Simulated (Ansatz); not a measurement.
**U-r2SCAN0/def2-SVP run of CH4ClGe (SMILES [CH3][GeH][Cl])**

Aim: the vertical ionisation energy of CH4ClGe at U-r2SCAN0/def2-SVP, from 2 runs. 

The calculation is run with Ansatz 0.2.0.

68 further runs of the same task are left out: 68 set aside as unsound or not needed.

## 1. Starting point

CH4ClGe: 7 atoms, total charge 0, spin state doublet. As SMILES, `[CH3][GeH][Cl]`. Geometry: relaxed at PBE0-D4/def2-TZVP.

Bond lengths: C1–Ge2 1.957 Å, Ge2–Cl3 2.169 Å, C1–H4 1.092 Å, C1–H5 1.089 Å, C1–H6 1.091 Å, Ge2–H7 1.553 Å. Angles: C1–Ge2–Cl3 107.0°, C1–Ge2–H7 112.6°, Cl3–Ge2–H7 105.6°, Ge2–C1–H4 108.6°, Ge2–C1–H5 110.0°, Ge2–C1–H6 109.8°, H4–C1–H5 109.4°, H4–C1–H6 109.5°, H5–C1–H6 109.6°.

## 2. The energy at U-r2SCAN0/def2-SVP

Contents of molecule.yaml:

```yaml
crystal:
  periodic: [false, false, false]
  atoms:
    - symbol: C
      position_ang: [-0.733100, 0.438400, -0.261900]
    - symbol: Ge
      position_ang: [0.705400, -0.885500, -0.183100]
    - symbol: Cl
      position_ang: [1.017000, -1.361700, 1.909500]
    - symbol: H
      position_ang: [-0.433400, 1.314500, 0.317300]
    - symbol: H
      position_ang: [-1.646200, 0.021400, 0.160800]
    - symbol: H
      position_ang: [-0.909900, 0.729400, -1.298200]
    - symbol: H
      position_ang: [2.061400, -0.324500, -0.690100]
basis:
  gaussian: {orbitals: def2-SVP}
magnetization: {spin_polarized: true, initial_magnetization: 1}
hamiltonian: {xc: {name: r2SCAN0}}
accuracy: high
output: {orbitals: {seedname: orbitals}}
```

Command:

```
$ ansatz run molecule.yaml --threads 1 --pin off --max-ram 3480MiB --events-out events.jsonl --progress --plain --runs-dir runs
```

Output:

```text
Warning: RAYON_NUM_THREADS=1 ignored (pool sized by the plan → 1); use --threads N
Functional definition: r2SCAN0
  name "r2SCAN0"
  parameter a = 0.25
  parameter k0 = 0.174
  parameter k1 = 0.065
  parameter a1 = 4.9479
  exchange = (1 - a)*r2scan_x(k0 = k0, k1 = k1, a1 = a1) + a*exact_x
  correlation = r2scan_c
1779 factors; integrals over basis functions are off by at most 4.7e-9 eV
mean field evaluation 1: about -70125.3914 eV, gradient 2.8e1 eV
mean field evaluation 2: about -70124.1636 eV, gradient 3.1e1 eV
mean field evaluation 4: about -70129.1729 eV, gradient 7.2e-1 eV
mean field evaluation 8: about -70129.2872 eV, gradient 9.8e-2 eV
mean field evaluation 16: about -70129.2873 eV, gradient 3.4e-4 eV
mean field -70129.28729655 eV, -2577.2037728100 hartree, gradient 8.9e-8 eV, S^2 0.752413; 0 other end points of the search recorded, 0 dependent functions left out
reference -70129.28729797 eV, -2577.2037728623 hartree; 30, 29 occupied and 54, 55 virtual orbitals, 1779 factors
Total energy: -70129.28729797 eV, -2577.2037728623 hartree
```

Run time: 31 s. Hardware: 1 thread of Arm Neoverse V1, shared host; peak memory 0.55 GiB.

## 3. The singlet cation, same level

Contents of run.yaml:

```yaml
crystal:
  periodic: [false, false, false]
  atoms:
    - {symbol: C, position_ang: [-0.733100, 0.438400, -0.261900]}
    - {symbol: Ge, position_ang: [0.705400, -0.885500, -0.183100]}
    - {symbol: Cl, position_ang: [1.017000, -1.361700, 1.909500]}
    - {symbol: H, position_ang: [-0.433400, 1.314500, 0.317300]}
    - {symbol: H, position_ang: [-1.646200, 0.021400, 0.160800]}
    - {symbol: H, position_ang: [-0.909900, 0.729400, -1.298200]}
    - {symbol: H, position_ang: [2.061400, -0.324500, -0.690100]}
basis:
  gaussian:
    orbitals: def2-SVP
total_charge: 1
hamiltonian:
  xc: {name: r2SCAN0}
accuracy: high
output: {orbitals: {seedname: orbitals}}
```

Command:

```
$ ansatz run run.yaml --threads 1 --pin off --max-ram 3480MiB --events-out events.jsonl --progress --plain --runs-dir runs
```

Output:

```text
Warning: RAYON_NUM_THREADS=1 ignored (pool sized by the plan → 1); use --threads N
Functional definition: r2SCAN0
  name "r2SCAN0"
  parameter a = 0.25
  parameter k0 = 0.174
  parameter k1 = 0.065
  parameter a1 = 4.9479
  exchange = (1 - a)*r2scan_x(k0 = k0, k1 = k1, a1 = a1) + a*exact_x
  correlation = r2scan_c
1778 factors; integrals over basis functions are off by at most 4.7e-9 eV
mean field evaluation 1: about -70112.1832 eV, gradient 5.7e1 eV
mean field evaluation 2: about -70103.6418 eV, gradient 7.4e1 eV
mean field evaluation 4: about -70120.4889 eV, gradient 5.3e0 eV
mean field evaluation 8: about -70120.6675 eV, gradient 6.2e-1 eV
mean field evaluation 16: about -70120.6688 eV, gradient 1.1e-4 eV
mean field -70120.66882175 eV, -2576.8870497029 hartree, gradient 6.1e-8 eV, S^2 0.000000; 0 other end points of the search recorded, 0 dependent functions left out
reference -70120.66882226 eV, -2576.8870497216 hartree; 29, 29 occupied and 55, 55 virtual orbitals, 1778 factors
Total energy: -70120.66882226 eV, -2576.8870497216 hartree
```

Run time: 15 s. Hardware: 1 thread of Arm Neoverse V1, shared host; peak memory 0.33 GiB.

## 4. Summary of results

Level: U-r2SCAN0/def2-SVP.

| quantity | value |
| --- | --- |
| doublet CH4ClGe: total energy | -2577.20377 Eh |
| doublet CH4ClGe: HOMO energy (highest over α and β) | -6.47 eV |
| doublet CH4ClGe: LUMO energy (lowest over α and β) | -2.62 eV |
| doublet CH4ClGe: ⟨S²⟩ | 0.752 |
| singlet cation: total energy | -2576.88705 Eh |
| singlet cation: HOMO energy | -14.73 eV |
| singlet cation: LUMO energy | -10.51 eV |
| singlet cation: HOMO–LUMO gap | 4.22 eV |
| vertical ionisation energy (to the singlet cation) | 8.618 eV |

**Reading.** Removing an electron at fixed nuclei costs 8.62 eV (199 kcal/mol). Only the singlet of the ionised species was computed; a triplet could lie lower.
